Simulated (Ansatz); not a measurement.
# MgO (rock salt): the cost of one run

Program: Ansatz 0.2.0. Level of theory: DFT PBE, scalar-relativistic, plane waves, PAW. These are calculated values, not measurements.

### Step 1. The structure to begin with

The structure is cubic, space group Fm-3m (No. 225). The conventional cell has a = 4.252 Å, b = 4.252 Å, c = 4.252 Å, α = 90.00°, β = 90.00°, γ = 90.00°. Mg (site symmetry m-3m) is surrounded by 6 O at 2.13 Å. Around O (site symmetry m-3m) lie 6 Mg at 2.13 Å.

Structure file:

```
Mg O
1.0
     0.00000    2.12584    2.12584
     2.12584    0.00000    2.12584
     2.12584    2.12584    0.00000
Mg O
1 1
Direct
  0.00000 0.00000 0.00000
  0.50000 0.50000 0.50000
```

### Step 2. Volume × 1.03

The input, input.yaml:

```yaml
crystal:
  lattice:
    - [0.0, 2.1258429397, 2.1258429397]
    - [2.1258429397, 0.0, 2.1258429397]
    - [2.1258429397, 2.1258429397, 0.0]
  atoms:
    - { symbol: Mg, position: [0.0, 0.0, 0.0] }
    - { symbol: O, position: [0.5, 0.5, 0.5] }
scf:
  occupations: { method: fixed }
output:
  forces: true
  stress: true
  eigenvalues: true
  write_density: true
  write_potential: true
  elf: true
  volumetric_format: npy
hamiltonian:
  xc: pbe
basis:
  ecutwfc: 700
kpoints:
  mp_grid: { grid: [10, 10, 10] }
```

The run is started by

```console
ansatz run input.yaml --threads 1 --pin off --max-ram 2867MiB --backend cpu --events-out ev --progress --plain --runs-dir out
```

What time and memory should one allow on 1 thread of Intel Xeon at 2.30GHz, shared host?

About 1.2 s, with a peak of 0.35 GiB.
